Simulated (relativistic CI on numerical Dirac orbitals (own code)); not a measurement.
# Os⁵⁹⁺: how the levels respond to the fine-structure constant and the nuclear radius

How sensitive are the low transitions of Os⁵⁹⁺ to a change of α? Wanted is q = dE/dx with x = (α/α0)² − 1, and the field-shift factor by the mean square nuclear radius, for the lowest 30 levels.

Program: relativistic CI on numerical Dirac orbitals (own code) version 4. Level of theory: Dirac-Coulomb-Breit CI, KLI orbitals optimised for each configuration, derivatives by finite differences. These are calculated values, not measurements, unless marked.

### Step 1. The system

- ion: Os⁵⁹⁺ (Os LX)
- nuclear charge: 76
- electrons: 17
- isotope: A = 192
- first configuration: [Ne] 3s2 3p5

The outer shells:

[Ne] 3s2 3p5
```
[Ne] core
3s [↑↓]
3p [↑↓][↑↓][↑ ]
```

### Step 2. The run

Settings, as recorded:

```ini
atom Os  Z=76  charge=59  electrons=17
nucleus A=192  rms_radius_fm=5.4126
hamiltonian dirac-coulomb  breit=on  qed=off  c_scale=1
orbitals kli  potential=per-configuration
slater_scale 1
correlation none
mixing on
configurations
  [Ne] 3s2 3p5
  [Ne] 3s2 3p4 3d
  [Ne] 3s 3p6
  [Ne] 3s 3p5 3d
  [Ne] 3s 3p4 3d2
  [Ne] 3p6 3d
  [Ne] 3p5 3d2
  [Ne] 3p4 3d3
end
derivatives alpha2 +-0.01 radius +-1%
```

Run with:

```bash
$ python run_levels.py task.json out
```

The settings of every run stand in task.json; they run in order.

What does the calculation give? Wanted: lowest level; largest q in size, lowest 30 levels; largest K in size within the lowest configuration; largest field-shift factor among them.

As calculated:

| quantity | value |
| --- | --- |
| lowest level | 3p5 2P°3/2 |
| largest q in size, lowest 30 levels | 4.824e+06 cm⁻¹ (3p4 3d [3p1/2 3p3/2^3 3d5/2] J=3/2 (ii)) |
| largest K in size within the lowest configuration | 2.47 (3p5 2P°1/2) |
| largest field-shift factor among them | -9.35e+03 GHz/fm² (3s 3p5 3d 4P°1/2) |

Among these levels the largest q belongs to 3p4 3d [3p1/2 3p3/2^3 3d5/2] J=3/2 (ii), a change of configuration. The fine-structure partner 2P°1/2 has K = 2.47, away from the 2 of a pure α² interval, since levels mix. K = 2q/E, the relative sensitivity of a level, hangs on the computed energy: between configurations that lie close it can be off by a factor of several.
